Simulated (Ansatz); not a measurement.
# Cl2FNbO: a relaxed scan of the bond length Nb2–F3

The task here is to estimate one member of a computed series from the others.

The runs use Ansatz 0.2.0, Gaussian basis; single points in def2-TZVPP.

Levels: PBE-D4, r2SCAN-D4, PBE0-D4, B3LYP-D4, wB97M-V, Hartree-Fock, MP2, CCSD, CCSD(T). The scan takes 1.629, 1.693, 1.787, 1.898, 2.019, 2.151, 2.291, 2.438, 2.591 Å.

Cores are frozen in the correlated methods. Core potentials replace the inner electrons past krypton, and spin-orbit coupling is left out. B3LYP uses VWN-RPA correlation.

18 further runs of the same task are left out: 18 set aside as unsound or not needed.

## The starting structure

5 atoms, charge 0, spin multiplicity 1.

Atoms are counted from 1 here; the program's logs count them from 0.

Bond lengths: O1–Nb2 1.827 Å, Nb2–F3 1.965 Å, Nb2–Cl4 2.327 Å, Nb2–Cl5 2.401 Å. Angles: O1–Nb2–F3 108.0°, O1–Nb2–Cl4 111.3°, O1–Nb2–Cl5 110.8°, F3–Nb2–Cl4 108.1°, F3–Nb2–Cl5 109.3°, Cl4–Nb2–Cl5 109.3°.

Coordinates:

```xyz
5

O     0.06280   -0.15230    1.90950
Nb    0.04540   -0.06350    0.08500
F     1.42600   -1.28540   -0.59420
Cl   -2.00800   -0.73960   -0.77660
Cl    0.52360    2.16710   -0.66510
```

The first run:

Input file pre/in.yaml:

```yaml
crystal:
  periodic: [false, false, false]
  atoms:
    - {symbol: O, position_ang: [0.062800, -0.152300, 1.909500]}
    - {symbol: Nb, position_ang: [0.045400, -0.063500, 0.085000]}
    - {symbol: F, position_ang: [1.426000, -1.285400, -0.594200]}
    - {symbol: Cl, position_ang: [-2.008000, -0.739600, -0.776600]}
    - {symbol: Cl, position_ang: [0.523600, 2.167100, -0.665100]}
basis:
  gaussian: {orbitals: def2-SVP}
hamiltonian: {xc: pbe, dispersion: d4}
relax: {f_tol: 0.03, max_steps: 250}
```

The command line of these runs was not kept.

Steps of the session up to this table: A first relaxation in a small basis; Relaxation at PBE0-D4; The minimum at every level; Nb2–F3 = 1.629 Å; Nb2–F3 = 1.693 Å; Nb2–F3 = 1.787 Å; Nb2–F3 = 1.898 Å; Nb2–F3 = 2.019 Å; Nb2–F3 = 2.151 Å; Nb2–F3 = 2.291 Å; Nb2–F3 = 2.438 Å; Nb2–F3 = 2.591 Å.

One of the session's tables, all rows but one given; the rest of the session is left out.

It belongs to the step «The curves». Energies less that of the minimum at the same level (eV):

```
bond length (Å)  PBE-D4  PBE0-D4  B3LYP-D4  wB97M-V  Hartree-Fock
          1.629   1.137    1.018     1.123    1.045         0.986
          1.693   0.539    0.456     0.525    0.474         0.428
          1.787       ?        ?         ?        ?             ?
1.851 (minimum)   0.000    0.000     0.000    0.000         0.000
          1.898   0.008    0.031     0.015    0.027         0.045
          2.019   0.231    0.311     0.259    0.301         0.367
          2.151   0.668    0.806     0.724    0.793         0.915
          2.291   1.222    1.416     1.311    1.407         1.588
          2.438   1.822    2.070     1.947    2.072         2.310
          2.591   2.421    2.720     2.582    2.740         3.032
```

**Question.** Estimate the row for bond length (Å) = 1.787.

**Answer.** PBE-D4: 0.094; PBE0-D4: 0.061; B3LYP-D4: 0.086; wB97M-V: 0.068; Hartree-Fock: 0.046.
